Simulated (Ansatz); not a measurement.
# La2GeW2: the cost of one run

Computed with Ansatz 0.2.0 (reference: DFT r2SCAN, plane waves, PAW, scalar-relativistic, no spin polarisation, unless a step's input says otherwise).

**1. The system as given**

The structure is trigonal, space group P-3m1 (No. 164). The conventional cell has a = 3.873 Å, b = 3.873 Å, c = 9.457 Å, α = 90.00°, β = 90.00°, γ = 120.00°. Around Ge (site symmetry -3m) lie 6 La at 2.67 Å. W (site symmetry 3m) is surrounded by 3 La at 2.87 Å. Around La (site symmetry 3m) lie 3 Ge at 2.67 Å and 3 W at 2.87 Å.

Coordinates:

```xyz
5
Lattice="3.8732 0.0000 0.0000 -1.9366 3.3543 0.0000 0.0000 0.0000 9.4571" Properties=species:S:1:pos:R:3 pbc="T T T"
Ge    0.0000    0.0000    4.7285
W    -0.0002    2.2363    7.9857
W     1.9368    1.1180    1.4714
La   -0.0002    2.2363    3.2659
La    1.9368    1.1180    6.1912
```

**2. The reference run**

input.yaml reads:

```yaml
crystal:
  lattice:
    - [3.87316027, 0.0, 0.0]
    - [-1.93657964, 3.35425588, 0.0]
    - [0.0, 0.0, 9.45708883]
  atoms:
    - { symbol: Ge, position: [0.0, 0.0, 0.5] }
    - { symbol: W, position: [0.3333, 0.6667, 0.84441] }
    - { symbol: W, position: [0.6667, 0.3333, 0.15559] }
    - { symbol: La, position: [0.3333, 0.6667, 0.34534] }
    - { symbol: La, position: [0.6667, 0.3333, 0.65466] }
  symmetry: { tolerance: 0.0003 }
kpoints:
  mp_grid: { grid: [5, 5, 2], shift: [0, 0, 0] }
magnetization:
  spin_polarized: false
scf:
  occupations: { method: fermi_dirac, width: 0.011 }
hamiltonian:
  pseudopotentials: { kind: paw }
  xc: r2scan
basis:
  ecutwfc: 500
output:
  forces: true
  stress: true
  eigenvalues: true
```

Launch:

```sh
ansatz run input.yaml --threads 1 --pin off --max-ram 2560MiB --backend cpu --events-out ev --progress --plain --runs-dir out
```

Q: Estimate wall time and peak memory on 1 thread of Intel Xeon 6975P-C (Granite Rapids), shared host.

About 5.3 s, with a peak of 0.77 GiB.
